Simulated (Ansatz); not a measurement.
# CO on a W(110) slab cut from the Im-3m phase: a line through a two-coordinate scan

Aim: follow the energy of CO on a W(110) slab cut from the Im-3m phase (12 atoms of substrate and one adsorbate in a 2 × 2 cell) along one coordinate, position of O13 along the second surface vector, from above W9, with the other held at position of O13 along the first surface vector, from above W9 = 0.167.

The COD cell was measured well above room temperature, so it is larger than a cold one.

Method: DFT PBE+D3(BJ), scalar-relativistic, plane waves, PAW, in Ansatz 0.2.0.

1 further run of the same task is left out (set aside as unsound or not needed).

## 1. The system as given

Symmetry: Cm, No. 8, monoclinic system. Conventional cell: a = 6.319 Å, b = 8.937 Å, c = 23.413 Å, α = 90.00°, β = 90.00°, γ = 90.00°. W (site symmetry m) has 6 W at 2.69 to 2.74 Å as nearest neighbours. W (site symmetry 1) is surrounded by 6 W at 2.69 to 2.74 Å. W (site symmetry m) is surrounded by 8 W at 2.69 to 2.74 Å. W (site symmetry 1) has 8 W at 2.69 to 2.74 Å as nearest neighbours. Around W (site symmetry m) lie 10 W at 2.69 to 3.16 Å and 1 O at 3.05 Å. Only part of the 11 independent sites is listed.

Structure file:

```xyz
14
Lattice="5.4725 0.0000 0.0000 -1.8242 5.1595 0.0000 0.0000 0.0000 23.4132" Properties=species:S:1:pos:R:3 pbc="T T T"
W     0.9121    1.2899    4.0000
W     0.0000    3.8696    4.0000
W     3.6483    1.2899    4.0000
W     2.7362    3.8696    4.0000
W     0.0000    0.0000    6.1814
W    -0.9121    2.5797    6.1814
W     2.7362    0.0000    6.1814
W     1.8242    2.5797    6.1814
W     0.9121    1.2899    8.3632
W     0.0000    3.8696    8.3632
W     3.6483    1.2899    8.3632
W     2.7362    3.8696    8.3632
O     1.2161    1.7198   11.3632
C     1.2161    1.7198   12.5132
```

This is the geometry of the first run shown, built on a cell relaxed beforehand with the same method.

## 2. The scan

Atoms count from 1 in the order of the input.

CO (O end down) is moved over the surface cell at a fixed height above a rigid substrate; the origin of the map has the adsorbate above W9; the height is held at 3.00 Å.

- position of O13 along the first surface vector, from above W9: 6 values from 0.000 to 0.833, periodic
- position of O13 along the second surface vector, from above W9: 6 values from 0.000 to 0.833, periodic

Nothing else is relaxed. Points are written as (first, second).

The two vectors of the plane (Å): (2.736, 0.000, 0.000); (-0.912, 2.580, 0.000).

## 3. The run at (1/6, 1/6) of the map's two axes

The cell repeats along c, and a dipole correction in the vacuum removes the field between the copies.

input.yaml

```yaml
crystal:
  lattice:
    - [5.4724694858, 0.0, 0.0]
    - [-1.8241564953, 5.159493711, 0.0]
    - [0.0, 0.0, 23.4132206217]
  atoms:
    - { symbol: W, position: [0.25, 0.25, 0.170843647] }
    - { symbol: W, position: [0.25, 0.75, 0.170843647] }
    - { symbol: W, position: [0.75, 0.25, 0.170843647] }
    - { symbol: W, position: [0.75, 0.75, 0.170843647] }
    - { symbol: W, position: [0.0, 0.0, 0.2640140555] }
    - { symbol: W, position: [0.0, 0.5, 0.2640140555] }
    - { symbol: W, position: [0.5, 0.0, 0.2640140555] }
    - { symbol: W, position: [0.5, 0.5, 0.2640140555] }
    - { symbol: W, position: [0.25, 0.25, 0.357200778] }
    - { symbol: W, position: [0.25, 0.75, 0.357200778] }
    - { symbol: W, position: [0.75, 0.25, 0.357200778] }
    - { symbol: W, position: [0.75, 0.75, 0.357200778] }
    - { symbol: O, position: [0.3333333333, 0.3333333333, 0.4853335133] }
    - { symbol: C, position: [0.3333333333, 0.3333333333, 0.5344510618] }
basis:
  ecutwfc: 420
kpoints:
  mp_grid: { grid: [5, 5, 1] }
hamiltonian:
  xc: pbe
  pseudopotentials: { kind: paw, azcp: { folder: soft_1 } }
  dispersion: d3bj
scf:
  occupations: { method: gaussian, width: 0.1 }
output:
  forces: true
  eigenvalues: true
efield:
  axis: 3
  dipole_correction: true
  ramp_width: 0.04
```

Launch:

```bash
> ansatz run input.yaml --threads 4 --pin off --max-ram 12288MiB --backend cpu --events-out ev --progress --plain --runs-dir out
```

The program printed (excerpt; [...] marks lines left out):

```text
Warning: RAYON_NUM_THREADS=4 ignored (pool sized by the plan → 4); use --threads N
[...]
Pseudopotentials: kind: paw
Pseudopotential: W, paw, valence charge 14, recommended cutoff 420 eV (normal), <dir>
Pseudopotential: O, paw, valence charge 6, recommended cutoff 420 eV (normal), <dir>
Pseudopotential: C, paw, valence charge 4, recommended cutoff 420 eV (normal), <dir>
Functional definition: PBE
[...]
Crystal: 14 atoms, lattice volume = 661.076 Å³
Basis set: ecut = 420 eV, 12931 PW (Γ), exchange–correlation on 80×80×320 points (8 copies of the dense FFT grid, shifted against one another)
Bands: 107, of which v1, the nominal top of the filled ones, is band 89 counted from 1 (88 counted from 0)
Symmetry: 2 space group operations
Space group: Cm (ITA 8), of the structure as read, at distance tolerance 8.7e-5 Å
k-points: 9 of 25 (time reversal used)
[...]
SCF iter   1: F=—  HF=-125447.647458 eV  |F-HF|=—  |Δ(HF+E_count)|=         —  Δρ=4.39e-2  dr2=3.64e1  ethr=3.10e-3  p=0.000 e·Å  D=1.91e-7 V/Å  ΔV_dip=-0.00 eV  dr2_dipole=2.25e-2  V_vac-E_F(+/−)=7.03/7.03 eV  ⟨swp⟩=9.3  Hψ=4789  notcnv=0  defer=1
[...]
SCF iter  11: F=-125441.196764 eV  HF=-125441.196764 eV  |F-HF|=3.85e-8  |Δ(HF+E_count)|=   2.58e-7  Δρ=1.27e-6  dr2=1.52e-8  ethr=5.62e-11  p=0.027 e·Å  D=7.34e-3 V/Å  ΔV_dip=-0.17 eV  dr2_dipole=4.56e-11  V_vac-E_F(+/−)=4.69/4.86 eV  ⟨swp⟩=17.7  Hψ=5014  notcnv=0
[...]
SCF converged after 11 iterations
Free energy (F): -125441.196764 eV
[...]
E sigma→0 (E₀):  -125441.162696 eV
Entropy (-TS):   -0.068137 eV (-4.867 meV/atom)
Fermi energy:    3.464961 eV
Dipole field:    D = 0.007334 V/Å  (p = 0.026792 e·Å, saw-weighted, corrected)
Work function:   Φ+ = 4.6928 eV   Φ− = 4.8645 eV
Levels:          The Fermi level and band energies are counted from a zero that moves with the ramp; work functions are not
[...]
--- Forces (eV/Å), atoms counted from 1 ---
  atom   1  W      0.00920751     0.01302138     0.00465336
  atom   2  W     -0.00217046    -0.00807177    -0.00783145
  atom   3  W     -0.00688665    -0.00473692    -0.00783145
  atom   4  W     -0.00096637    -0.00136665     0.01535110
  atom   5  W     -0.01865150    -0.02637720     0.05599592
  atom   6  W      0.01155648     0.00171490     0.02544464
  atom   7  W     -0.00223534     0.01146719     0.02544464
  atom   8  W      0.00033467     0.00047330     0.00023764
[...]
--- Band table (eV; the first three rows and the last of 9) ---
[...]
```

Run time: 9.4 s. Hardware: 4 threads of Intel Xeon 6975P-C (Granite Rapids), shared host; peak memory 1.7 GiB.

This gives work function 4.69 eV (top face), 4.86 eV (bottom face); dipole along +c 0.027 e·Å per cell.

## 4. Grid point (1/6, 2/6) of the map's two axes

Edit input.yaml of step 3 so:

```diff
@@ -18,4 +18,4 @@
     - { symbol: W, position: [0.75, 0.75, 0.357200778] }
-    - { symbol: O, position: [0.3333333333, 0.3333333333, 0.4853335133] }
-    - { symbol: C, position: [0.3333333333, 0.3333333333, 0.5344510618] }
+    - { symbol: O, position: [0.3333333333, 0.4166666667, 0.4853335133] }
+    - { symbol: C, position: [0.3333333333, 0.4166666667, 0.5344510618] }
 basis:
```

Launch:

```bash
> ansatz run input.yaml --threads 4 --pin off --max-ram 12288MiB --backend cpu --events-out ev --progress --plain --runs-dir out
```

The program printed (excerpt; [...] marks lines left out):

```text
Warning: RAYON_NUM_THREADS=4 ignored (pool sized by the plan → 4); use --threads N
[...]
[... 5 set-up lines as earlier in the session ...]
[...]
Crystal: 14 atoms, lattice volume = 661.076 Å³
Basis set: ecut = 420 eV, 12931 PW (Γ), exchange–correlation on 80×80×320 points (8 copies of the dense FFT grid, shifted against one another)
Bands: 107, of which v1, the nominal top of the filled ones, is band 89 counted from 1 (88 counted from 0)
Symmetry: 1 space group operations
Space group: P1 (ITA 1), of the structure as read, at distance tolerance 8.7e-5 Å
k-points: 13 of 25 (time reversal used)
[...]
SCF converged after 11 iterations
Free energy (F): -125441.167136 eV
[...]
E sigma→0 (E₀):  -125441.132930 eV
Entropy (-TS):   -0.068413 eV (-4.887 meV/atom)
Fermi energy:    3.464059 eV
Dipole field:    D = 0.007150 V/Å  (p = 0.026120 e·Å, saw-weighted, corrected)
Work function:   Φ+ = 4.6970 eV   Φ− = 4.8644 eV
Levels:          The Fermi level and band energies are counted from a zero that moves with the ramp; work functions are not
[...]
--- Forces (eV/Å), atoms counted from 1 ---
  atom   1  W      0.00484331     0.02180292     0.00250288
  atom   2  W      0.00172670    -0.01493650    -0.00291834
  atom   3  W      0.00089676    -0.00876579    -0.00167376
  atom   4  W     -0.00705593    -0.00046862     0.00980243
  atom   5  W     -0.00808928    -0.02931596     0.07866776
  atom   6  W     -0.00038653     0.00819766     0.00056102
  atom   7  W     -0.00530426     0.01976882     0.03062158
  atom   8  W      0.00295170    -0.00849515    -0.00540043
[...]
--- Band table (eV; the first three rows and the last of 13) ---
[...]
```

It took 13 s on 4 threads of Intel Xeon 6975P-C (Granite Rapids), shared host; peak memory 1.9 GiB.

From the log: work function 4.70 eV (top face), 4.86 eV (bottom face); dipole along +c 0.026 e·Å per cell.

## 5. Grid point (1/6, 3/6) of the map's two axes

Edit input.yaml of step 4 so:

```diff
@@ -18,4 +18,4 @@
     - { symbol: W, position: [0.75, 0.75, 0.357200778] }
-    - { symbol: O, position: [0.3333333333, 0.4166666667, 0.4853335133] }
-    - { symbol: C, position: [0.3333333333, 0.4166666667, 0.5344510618] }
+    - { symbol: O, position: [0.3333333333, 0.5, 0.4853335133] }
+    - { symbol: C, position: [0.3333333333, 0.5, 0.5344510618] }
 basis:
```

Launch:

```bash
> ansatz run input.yaml --threads 4 --pin off --max-ram 12288MiB --backend cpu --events-out ev --progress --plain --runs-dir out
```

The program printed (excerpt; [...] marks lines left out):

```text
Warning: RAYON_NUM_THREADS=4 ignored (pool sized by the plan → 4); use --threads N
[...]
[... 5 set-up lines as earlier in the session ...]
[...]
Crystal: 14 atoms, lattice volume = 661.076 Å³
Basis set: ecut = 420 eV, 12931 PW (Γ), exchange–correlation on 80×80×320 points (8 copies of the dense FFT grid, shifted against one another)
Bands: 107, of which v1, the nominal top of the filled ones, is band 89 counted from 1 (88 counted from 0)
[... 2 set-up lines as earlier in the session ...]
k-points: 13 of 25 (time reversal used)
[...]
SCF converged after 11 iterations
Free energy (F): -125441.144266 eV
[...]
E sigma→0 (E₀):  -125441.109941 eV
Entropy (-TS):   -0.068650 eV (-4.904 meV/atom)
Fermi energy:    3.465899 eV
Dipole field:    D = 0.007272 V/Å  (p = 0.026566 e·Å, saw-weighted, corrected)
Work function:   Φ+ = 4.6936 eV   Φ− = 4.8639 eV
Levels:          The Fermi level and band energies are counted from a zero that moves with the ramp; work functions are not
[...]
--- Forces (eV/Å), atoms counted from 1 ---
  atom   1  W     -0.00004801     0.02485800    -0.00041500
  atom   2  W      0.00624379    -0.01743049     0.00211459
  atom   3  W      0.00875909    -0.01105257     0.00709306
  atom   4  W     -0.01126882    -0.00030584     0.00314515
  atom   5  W      0.00569096    -0.02716305     0.09383409
  atom   6  W     -0.01103670     0.00772726    -0.01035383
  atom   7  W     -0.00407750     0.02665109     0.02806454
  atom   8  W      0.00660387    -0.01250513    -0.00962302
[...]
--- Band table (eV; the first three rows and the last of 13) ---
[...]
```

Run time: 13 s. Hardware: 4 threads of Intel Xeon 6975P-C (Granite Rapids), shared host; peak memory 1.9 GiB.

Read from this run: work function 4.69 eV (top face), 4.86 eV (bottom face); dipole along +c 0.027 e·Å per cell.

## 6. Grid point (1/6, 4/6) of the map's two axes

Edit input.yaml of step 5 so:

```diff
@@ -18,4 +18,4 @@
     - { symbol: W, position: [0.75, 0.75, 0.357200778] }
-    - { symbol: O, position: [0.3333333333, 0.5, 0.4853335133] }
-    - { symbol: C, position: [0.3333333333, 0.5, 0.5344510618] }
+    - { symbol: O, position: [0.3333333333, 0.5833333333, 0.4853335133] }
+    - { symbol: C, position: [0.3333333333, 0.5833333333, 0.5344510618] }
 basis:
```

Launch:

```bash
> ansatz run input.yaml --threads 4 --pin off --max-ram 12288MiB --backend cpu --events-out ev --progress --plain --runs-dir out
```

The program printed (excerpt; [...] marks lines left out):

```text
Warning: RAYON_NUM_THREADS=4 ignored (pool sized by the plan → 4); use --threads N
[...]
[... 5 set-up lines as earlier in the session ...]
[...]
Crystal: 14 atoms, lattice volume = 661.076 Å³
Basis set: ecut = 420 eV, 12931 PW (Γ), exchange–correlation on 80×80×320 points (8 copies of the dense FFT grid, shifted against one another)
Bands: 107, of which v1, the nominal top of the filled ones, is band 89 counted from 1 (88 counted from 0)
[... 2 set-up lines as earlier in the session ...]
k-points: 13 of 25 (time reversal used)
[...]
SCF converged after 11 iterations
Free energy (F): -125441.151698 eV
[...]
E sigma→0 (E₀):  -125441.117424 eV
Entropy (-TS):   -0.068548 eV (-4.896 meV/atom)
Fermi energy:    3.468535 eV
Dipole field:    D = 0.007563 V/Å  (p = 0.027629 e·Å, saw-weighted, corrected)
Work function:   Φ+ = 4.6864 eV   Φ− = 4.8635 eV
Levels:          The Fermi level and band energies are counted from a zero that moves with the ramp; work functions are not
[...]
--- Forces (eV/Å), atoms counted from 1 ---
  atom   1  W     -0.00384471     0.02129623    -0.00413194
  atom   2  W      0.01006826    -0.01524513     0.00521679
  atom   3  W      0.01300466    -0.01083411     0.01497985
  atom   4  W     -0.01358226     0.00056704    -0.00327987
  atom   5  W      0.01815416    -0.02287528     0.09428340
  atom   6  W     -0.01886175     0.00173172    -0.00432354
  atom   7  W     -0.00175674     0.02929202     0.02085236
  atom   8  W      0.00950538    -0.01182886    -0.00849995
[...]
--- Band table (eV; the first three rows and the last of 13) ---
[...]
```

Run time: 13 s. Hardware: 4 threads of Intel Xeon 6975P-C (Granite Rapids), shared host; peak memory 1.9 GiB.

This gives work function 4.69 eV (top face), 4.86 eV (bottom face); dipole along +c 0.028 e·Å per cell.

## 7. Grid point (1/6, 5/6) of the map's two axes

Edit input.yaml of step 6 so:

```diff
@@ -18,4 +18,4 @@
     - { symbol: W, position: [0.75, 0.75, 0.357200778] }
-    - { symbol: O, position: [0.3333333333, 0.5833333333, 0.4853335133] }
-    - { symbol: C, position: [0.3333333333, 0.5833333333, 0.5344510618] }
+    - { symbol: O, position: [0.3333333333, 0.6666666667, 0.4853335133] }
+    - { symbol: C, position: [0.3333333333, 0.6666666667, 0.5344510618] }
 basis:
```

Launch:

```bash
> ansatz run input.yaml --threads 4 --pin off --max-ram 12288MiB --backend cpu --events-out ev --progress --plain --runs-dir out
```

The program printed (excerpt; [...] marks lines left out):

```text
Warning: RAYON_NUM_THREADS=4 ignored (pool sized by the plan → 4); use --threads N
[...]
[... 5 set-up lines as earlier in the session ...]
[...]
Crystal: 14 atoms, lattice volume = 661.076 Å³
Basis set: ecut = 420 eV, 12931 PW (Γ), exchange–correlation on 80×80×320 points (8 copies of the dense FFT grid, shifted against one another)
Bands: 107, of which v1, the nominal top of the filled ones, is band 89 counted from 1 (88 counted from 0)
[... 2 set-up lines as earlier in the session ...]
k-points: 9 of 25 (time reversal used)
[...]
SCF converged after 11 iterations
Free energy (F): -125441.181808 eV
[...]
E sigma→0 (E₀):  -125441.147698 eV
Entropy (-TS):   -0.068220 eV (-4.873 meV/atom)
Fermi energy:    3.469136 eV
Dipole field:    D = 0.007710 V/Å  (p = 0.028166 e·Å, saw-weighted, corrected)
Work function:   Φ+ = 4.6831 eV   Φ− = 4.8636 eV
Levels:          The Fermi level and band energies are counted from a zero that moves with the ramp; work functions are not
[...]
--- Forces (eV/Å), atoms counted from 1 ---
  atom   1  W     -0.00550996     0.01283581    -0.00798736
  atom   2  W      0.01195439    -0.00845303     0.00624765
  atom   3  W      0.01169553    -0.00826999     0.01901202
  atom   4  W     -0.01393837     0.00091624    -0.00798736
  atom   5  W      0.02421571    -0.01712309     0.08002819
  atom   6  W     -0.02329756    -0.00736213     0.01270910
  atom   7  W     -0.00082477     0.02441919     0.01270910
  atom   8  W      0.00904201    -0.00639367     0.00000654
[...]
--- Band table (eV; the first three rows and the last of 9) ---
[...]
```

It took 9 s on 4 threads of Intel Xeon 6975P-C (Granite Rapids), shared host; peak memory 1.7 GiB.

Read from this run: work function 4.68 eV (top face), 4.86 eV (bottom face); dipole along +c 0.028 e·Å per cell.

## 8. Results

| position of O13 along the second surface vector, from above W9 | step | energy (meV) | slope (meV per unit fraction) |
| --- | --- | --- | --- |
| 0.000 | – | 0 | −53 |
| 0.167 | 3 | 7 | 132 |
| 0.333 | 4 | 37 | 191 |
| 0.500 | 5 | 60 | 57 |
| 0.667 | 6 | 52 | −137 |
| 0.833 | 7 | 22 | −189 |

Energies count from the lowest point of the line. Rows without a step come from runs not printed here or follow by symmetry. Slopes come from the forces (and the stress, where the cell changes), not from differences of energies.

What this shows: Along the line the energy is lowest at 0.000. The highest point computed, at 0.500, lies 60 meV above the lowest. This is one cut through a surface in two coordinates; the map's lowest point lies off it. The host is rigid and the atom is kept to this plane, so wells and barriers of the map are not those of diffusion. Spin-orbit coupling is left out for W. Spin polarisation is off in the runs that give these values; a magnetic solution could lie lower.
